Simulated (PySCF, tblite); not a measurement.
# C₂H₁₄Si₄: geometry, infrared bands and NMR shifts

Wanted: the infrared bands and NMR shifts of C₂H₁₄Si₄ (`[SiH3]C[SiH2]C([SiH3])[SiH3]`), by calculation.

Computed with tblite 0.8.0 and PySCF 2.14.0, with density-fitted response routines of our own, on a single molecule in the gas phase. Atoms are numbered from 0 throughout.

**1. The molecule as given**

20 atoms, charge 0, multiplicity 1; geometry from: force field or distance geometry start.

Bonds of the start (Å): Si0–C1 1.86, C1–Si2 1.85, Si2–C3 1.85, C3–Si4 1.84, C3–Si5 1.83, Si0–H6 1.48, Si0–H7 1.48, Si0–H8 1.48, C1–H9 1.11, C1–H10 1.09, Si2–H11 1.49, Si2–H12 1.48, C3–H13 1.10, Si4–H14 1.49, Si4–H15 1.49, Si4–H16 1.48, Si5–H17 1.48, Si5–H18 1.49, Si5–H19 1.47.

**2. Relaxing the molecule with GFN2-xTB**

The job: settings as JSON, then the geometry in Å.

```
{"job": {"kind": "relax", "xc": "GFN2-xTB", "basis": "xTB"}, "charge": 0, "multiplicity": 1}
Si     3.289600     0.259500    -0.443800
C      1.717300     0.718600     0.429900
Si     0.417800    -0.469500    -0.128700
C     -1.201300    -0.195300     0.718900
Si    -2.323100    -1.580500     0.261400
Si    -1.968600     1.340300     0.096200
H      4.365400     1.186300    -0.021500
H      3.720700    -1.113800    -0.107200
H      3.135800     0.395300    -1.912700
H      1.852600     0.638700     1.527900
H      1.443300     1.747100     0.213800
H      0.239600    -0.376700    -1.603200
H      0.871600    -1.841500     0.177000
H     -1.058000    -0.168000     1.809500
H     -2.532900    -1.670600    -1.211100
H     -3.651600    -1.412700     0.911000
H     -1.786400    -2.872700     0.741900
H     -3.266200     1.590600     0.765100
H     -1.096400     2.505800     0.424100
H     -2.174400     1.330000    -1.363600
```

Command:

```console
OMP_NUM_THREADS=1 python probes_run.py task.json out
```

One launch serves the whole session: the jobs run in the order shown.

**Question.** This job is followed by: GFN2-xTB harmonic vibrations, gas phase; GIAO PBE0/pcSseg-1 NMR shielding, non-relativistic, gas phase. What will the session give for the following? strongest single infrared mode (GFN2-xTB); zero-point energy (GFN2-xTB); 13C shifts against TMS (PBE0/pcSseg-1); 1H shifts against TMS (PBE0/pcSseg-1, means over atoms taken as alike); 29Si shifts against TMS (PBE0/pcSseg-1, means over atoms taken as alike); surface potential, 1st and 99th percentile.

The runs gave:

| quantity | value |
| --- | --- |
| strongest single infrared mode (GFN2-xTB) | 2263 cm⁻¹, 935 km/mol |
| zero-point energy (GFN2-xTB) | 82.5 kcal/mol |
| 13C shifts against TMS (PBE0/pcSseg-1) | -10.1, -16.2 ppm |
| 1H shifts against TMS (PBE0/pcSseg-1, means over atoms taken as alike) | 4.30, 4.05, 3.96, -0.07, -0.88 ppm |
| 29Si shifts against TMS (PBE0/pcSseg-1, means over atoms taken as alike) | -35.7, -70.6, -75.7 ppm |
| surface potential, 1st and 99th percentile | -0.02 V and 1.09 V |

What this shows: Relaxing lowered the energy by 0.334 eV in 71 steps; the close pair that moved most is C3–Si5, from 1.826 to 1.902 Å. All 54 modes are real, so the xTB geometry is a minimum. The strongest single mode, at 2263 cm⁻¹, moves mainly H8. GFN2-xTB is a fitted tight-binding method: band positions and strengths are rough. Its intensities can rank the bands wrongly.
